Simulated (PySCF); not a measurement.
# Ways to converge the SCF of LiGa⁺

The same problem is solved with other solver options, one edit a run.

Method: each script names its method and basis; program: PySCF 2.14.0.

1 further run of the same task is left out (it didn't finish).

## Step 1: The system as given

LiGa⁺: 2 atoms, charge 1, spin multiplicity 2.

No contacts short enough for the rule that draws bonds.

## Step 2: Base script

Contents of input.py:

```python
from pyscf import gto, scf
from pyscf.hessian import thermo

mol = gto.M(
    atom='Li 0 0 0; Ga 0 0 2.72',
    basis='jorge-dzp-dkh',
    charge=1,
    spin=1,
    verbose=4,
)
mf = scf.UHF(mol)
mf = mf.sfx2c1e()
mf.kernel()
hess = mf.Hessian().kernel()
print('wavenumber (cm^-1) =', thermo.harmonic_analysis(mol, hess)['freq_wavenumber'].round(1))
mf.dip_moment()
print('orbital energies (hartree):', [e[max(0, n-3):n+3].round(4) for e, n in zip(mf.mo_energy, mol.nelec)])
```

On the command line:

```console
python input.py
```

Its log is not repeated here.

In short: E(SCF) = -1949.348324 Eh, 12 cycles, ⟨S²⟩ = 0.764, wavenumbers 317 cm⁻¹.

The bond length is a typed value, not an optimised one, so the wavenumber is not that of the minimum. The dipole of an ion depends on the origin.

## Step 3: Smearing width 0.05 hartree

Edit 1 changes smearing width: none → 0.05 hartree; step after the SCF: frequency → none.

Contents of input.py:

```python
from pyscf import gto, scf

mol = gto.M(
    atom='Li 0 0 0; Ga 0 0 2.72',
    basis='jorge-dzp-dkh',
    charge=1,
    spin=1,
    verbose=4,
)
mf = scf.UHF(mol)
mf = mf.sfx2c1e()
mf = scf.addons.smearing_(mf, sigma=0.05, method='fermi')
mf.kernel()
mf.dip_moment()
print('orbital energies (hartree):', [e[max(0, n-3):n+3].round(4) for e, n in zip(mf.mo_energy, mol.nelec)])
```

On the command line:

```console
python input.py
```

## Step 4: Damping 0.8

Edit 2 changes damping: none → 0.8.

Edit input.py of step 2 so:

```diff
@@ -12,2 +12,4 @@
 mf = mf.sfx2c1e()
+mf.damp = 0.8
+mf.diis_start_cycle = 8
 mf.kernel()
```

## Step 5: DIIS space 2

Edit 3 changes DIIS space: default → 2.

Edit input.py of step 2 so:

```diff
@@ -12,2 +12,3 @@
 mf = mf.sfx2c1e()
+mf.diis_space = 2
 mf.kernel()
```

## Step 6: Damping 0.95

Edit 4 changes damping: none → 0.95.

Edit input.py of step 2 so:

```diff
@@ -12,2 +12,4 @@
 mf = mf.sfx2c1e()
+mf.damp = 0.95
+mf.diis_start_cycle = 8
 mf.kernel()
```

What does the calculation give? Wanted: for each run, E(SCF); from base; gap, α spin; after the SCF.

**Answer**, as computed:

```
                        run  E(SCF) (hartree)  from base (eV)  cycles  gap, α spin (eV)          after the SCF
                       base      -1949.348324               0      12              7.41  highest mode 317 cm⁻¹
smearing width 0.05 hartree      -1949.214189  not comparable      19               n/a                    n/a
                damping 0.8      -1949.348324          0.0000      17              7.41  highest mode 317 cm⁻¹
               DIIS space 2      -1949.348324          0.0000      20              7.41  highest mode 317 cm⁻¹
               damping 0.95      -1949.348324          0.0000      18              7.41  highest mode 317 cm⁻¹
```

Distance from each run's final energy (log10 hartree) by cycle:

```csv
run,cycle 1,cycle 2,cycle 3,cycle 5,cycle 8,cycle 12
base,-1.2,-1.8,-2.1,-3.6,-6.6,< -11
smearing width 0.05 hartree,-1.5,-2.8,-3.1,-3.7,-4.6,-7.7
damping 0.8,-1.2,-1.4,-1.5,-1.8,-2.5,-5.2
DIIS space 2,-1.2,-1.8,-2.1,-3.5,-4.7,-6.2
damping 0.95,-1.2,-1.3,-1.3,-1.4,-2.0,-4.5
```

The SCF energy stays the same, to the digits that matter, with damping 0.8 or DIIS space 2 or damping 0.95. The base needs 12 cycles and the run with DIIS space 2 needs 20.
